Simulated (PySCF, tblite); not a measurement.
**C₃H₅BCl₂S₂: geometry, infrared bands and NMR shifts**

What infrared bands and NMR shifts should C₃H₅BCl₂S₂ (`CSS/C=C/B(Cl)Cl`) show?

The runs use tblite 0.8.0 and PySCF 2.14.0, with density-fitted response routines of our own; the level of theory stands in each step. All values are computed, except where a source is named. Atoms are numbered from 0 throughout.

## (1) The molecule as given

13 atoms, charge 0, multiplicity 1; geometry from: force field or distance geometry start.

Bonds of the start (Å): C0–S1 1.82, S1–S2 2.13, S2–C3 1.77, C3–C4 1.33, C4–B5 1.56, B5–Cl6 1.84, B5–Cl7 1.86, C0–H8 1.11, C0–H9 1.10, C0–H10 1.11, C3–H11 1.10, C4–H12 1.09.

## (2) Relaxing the molecule with GFN2-xTB

What the job is given:

```
{"job": {"kind": "relax", "xc": "GFN2-xTB", "basis": "xTB"}, "charge": 0, "multiplicity": 1}
C     -2.715800     0.298900     0.764600
S     -1.509600     1.570500     0.288100
S     -0.905400     0.522000    -1.464600
C      0.413900    -0.318000    -0.626300
C      1.641400     0.201400    -0.577400
B      2.839300    -0.497000     0.145100
Cl     2.644100    -2.104500     1.026800
Cl     4.505300     0.320500     0.144000
H     -3.481000     0.192000    -0.033600
H     -2.222500    -0.672500     0.938400
H     -3.230900     0.610900     1.701900
H      0.191800    -1.278300    -0.138000
H      1.825200     1.154600    -1.065300
```

Command:

```console
$ OMP_NUM_THREADS=1 python probes_run.py task.json out
```

One launch serves the whole session: the jobs run in the order shown.

**Question.** This job is followed by: GFN2-xTB harmonic vibrations, gas phase; GIAO PBE0/pcSseg-1 NMR shielding, non-relativistic, gas phase. What will the session give for the following? strongest single infrared mode (GFN2-xTB); zero-point energy (GFN2-xTB); ¹³C shifts against TMS (PBE0/pcSseg-1); ¹H shifts against TMS (PBE0/pcSseg-1, means over atoms taken as alike); ³³S shifts against CS2 (PBE0/pcSseg-1); ¹¹B shifts against BF3·OEt2 (PBE0/pcSseg-1); ³⁵Cl shifts against HCl (PBE0/pcSseg-1, means over atoms taken as alike).

As calculated:

| quantity | value |
| --- | --- |
| strongest single infrared mode (GFN2-xTB) | 1559 cm⁻¹, 588 km/mol |
| zero-point energy (GFN2-xTB) | 48.2 kcal/mol |
| ¹³C shifts against TMS (PBE0/pcSseg-1) | 184.8, 132.0, 29.5 ppm |
| ¹H shifts against TMS (PBE0/pcSseg-1, means over atoms taken as alike) | 7.80, 6.35, 2.37 ppm |
| ³³S shifts against CS2 (PBE0/pcSseg-1) | 155, 67 ppm |
| ¹¹B shifts against BF3·OEt2 (PBE0/pcSseg-1) | 48.4 ppm |
| ³⁵Cl shifts against HCl (PBE0/pcSseg-1, means over atoms taken as alike) | 220 ppm |

What this shows: The optimisation took 132 steps and gained 0.726 eV; among the close pairs (by a distance rule), B5–Cl7 changed most, from 1.856 to 1.723 Å. All 33 modes are real, so the xTB geometry is a minimum. The strongest single mode, at 1559 cm⁻¹, moves mainly C4 and C3. Unscaled tight-binding wavenumbers are off by several per cent, some by more. Its intensities can rank the bands wrongly.
